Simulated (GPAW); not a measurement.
Runs of GPAW 26.7.0 on MoSe. The structure is cubic, space group Pm-3m (No. 221). Conventional cell: a = 3.500 Å, b = 3.500 Å, c = 3.500 Å, α = 90.00°, β = 90.00°, γ = 90.00°. Mo (site symmetry m-3m) has 8 Se at 3.03 Å as nearest neighbours. Around Se (site symmetry m-3m) lie 8 Mo at 3.03 Å. The cell was built by a generator and needn't be a form met in nature.

```tsv
level	potentials or basis	U	k mesh	cutoff (eV)	maxiter	convergence	gap on the mesh (eV)	pressure (GPa)
LDA+U	the program's PAW data sets (release 1.2.1) made for this functional, pw	Mo d U = 8 eV	8 × 8 × 8	600	150	-	0.92	-6.3
LDA+U	the program's PAW data sets (release 1.2.1) made for this functional, pw	Mo d U = 5 eV	8 × 8 × 8	600	150	-	1.01	-12.5
PBE	GPAW PAW data sets (gpaw-data 1.2.1), pw	-	6 × 6 × 6	500	120	default	(b)	-26.6
LDA+U	the program's PAW data sets (release 1.2.1) made for this functional, pw	Mo d U = 6 eV	8 × 8 × 8	600	150	-	0.97	(a)
```

Alike in all rows: task single point; no spin polarisation; cell as given; smearing fermi-dirac 0.05 eV.

**Question.** Fill in the values left out.

**Answer.** (a) -10.3; (b) none.

Caveats: the cutoff is short for stress and forces, so pressures can be off by a GPa or more (some runs); so large a pressure means that the cell lies far from this level's equilibrium, or that cutoff or potentials fall short (some runs).

A k mesh can miss the band edges, and the runs leave out spin-orbit coupling on Mo, Se.

Not every run made on this cell is shown here.
